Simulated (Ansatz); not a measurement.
**H₇InNSbSi: ionisation energy by level of theory**

An exercise on one series of results from a longer session: the logs are not shown, and one member is left open.

Method: unrestricted cation, the program's frozen cores in correlated methods; program: Ansatz 0.2.0, Gaussian basis.

The runs, in order: UKS PBE-D4/def2-TZVPP; UKS r2SCAN-D4/def2-TZVPP; UKS PBE0-D4/def2-TZVPP; UKS B3LYP-D4/def2-TZVPP; UKS wB97X-V/def2-TZVPP; UKS wB97M-V/def2-TZVPP; UKS B2PLYP/def2-TZVPP; UHF-CCSD(T)/def2-TZVPP; UHF-MP2/def2-QZVPP; extrapolation to the limit; then −ε(HOMO) from the neutral's earlier runs with LDA (SPW92), PBE-D4, revPBE-D4, BLYP-D4, r2SCAN-D4, B97M-V, PBE0-D4, B3LYP-D4, r2SCANh-D4, r2SCAN0-D4, HSE06-D4, BHLYP-D4, CAM-B3LYP-D4, LC-ωPBE, ωB97X-V, ωB97M-V.

### The relaxed structure

All runs share one geometry, relaxed beforehand with PBE0-D4 in a triple-zeta def2 set. Sb, In take the def2 core potential; no spin-orbit term is included.

SMILES `[NH2][Sb]([SiH3])[InH2]`, 11 atoms, charge 0, spin multiplicity 1.

Atoms are counted from 1 here; the program's logs count them from 0.

Bond lengths: N1–Sb2 2.076 Å, N1–H5 1.014 Å, N1–H6 1.013 Å, Sb2–Si3 2.591 Å, Sb2–In4 2.783 Å, Si3–H7 1.513 Å, Si3–H8 1.487 Å, Si3–H9 1.484 Å, In4–H10 1.723 Å, In4–H11 1.722 Å. Angles: Sb2–N1–H5 109.6°, Sb2–N1–H6 111.1°, H5–N1–H6 107.0°, N1–Sb2–Si3 89.9°, N1–Sb2–In4 91.3°, Si3–Sb2–In4 71.7°, Sb2–Si3–H7 111.4°, Sb2–Si3–H8 112.3°, Sb2–Si3–H9 110.6°, H7–Si3–H8 105.2°, H7–Si3–H9 105.9°, H8–Si3–H9 111.1°, Sb2–In4–H10 116.1°, Sb2–In4–H11 119.4°, H10–In4–H11 124.5°.

The first run:

Input file in.yaml:

```yaml
crystal:
  periodic: [false, false, false]
  atoms:
    - {symbol: N, position_ang: [-1.703215, 1.221332, -0.359766]}
    - {symbol: Sb, position_ang: [-1.126931, 0.023033, 1.234739]}
    - {symbol: Si, position_ang: [1.353346, 0.611856, 0.772537]}
    - {symbol: In, position_ang: [-0.081236, -1.887840, -0.496883]}
    - {symbol: H, position_ang: [-2.258281, 1.997596, -0.018308]}
    - {symbol: H, position_ang: [-2.282772, 0.706211, -1.011629]}
    - {symbol: H, position_ang: [1.874834, -0.110210, -0.450995]}
    - {symbol: H, position_ang: [2.248657, 0.193144, 1.883747]}
    - {symbol: H, position_ang: [1.502130, 2.060118, 0.484418]}
    - {symbol: H, position_ang: [-0.480698, -1.699603, -2.162665]}
    - {symbol: H, position_ang: [0.954167, -3.115636, 0.124804]}
basis:
  gaussian: {orbitals: def2-TZVPP}
total_charge: 1
magnetization: {spin_polarized: true, initial_magnetization: 1}
hamiltonian: {xc: pbe, dispersion: d4}
```

Command:

```sh
$ ansatz run in.yaml --threads 2 --pin off --events-out ev --progress --plain --max-ram 32768MiB --backend cuda --devices 0, --max-vram 18GiB
```

Among the steps run: Cation, UKS PBE-D4/def2-TZVPP; Cation, UKS r2SCAN-D4/def2-TZVPP; Cation, UKS PBE0-D4/def2-TZVPP; Cation, UKS B3LYP-D4/def2-TZVPP; Cation, UKS wB97X-V/def2-TZVPP; Cation, UKS wB97M-V/def2-TZVPP; Cation, UKS B2PLYP (frozen core)/def2-TZVPP; Cation, UHF-CCSD(T)/def2-TZVPP; Cation, UHF-MP2/def2-QZVPP.

One of the session's tables, all rows but one given; the rest of the session is left out.

Orbital estimates, from the neutral's runs:

```
  functional  −ε(HOMO) (eV)
 LDA (SPW92)           5.56
      PBE-D4           5.42
   revPBE-D4           5.37
     BLYP-D4           5.29
   r2SCAN-D4           5.65
      B97M-V           5.72
     PBE0-D4           6.46
    B3LYP-D4           6.28
  r2SCANh-D4           6.05
  r2SCAN0-D4           6.62
    HSE06-D4           6.08
    BHLYP-D4           7.27
CAM-B3LYP-D4           7.61
     LC-ωPBE              ?
     ωB97X-V           8.52
     ωB97M-V           8.41
```

Estimate the missing values for LC-ωPBE.

**Answer.** −ε(HOMO) (eV): 8.80. In the column «−ε(HOMO) (eV)» it is the highest.
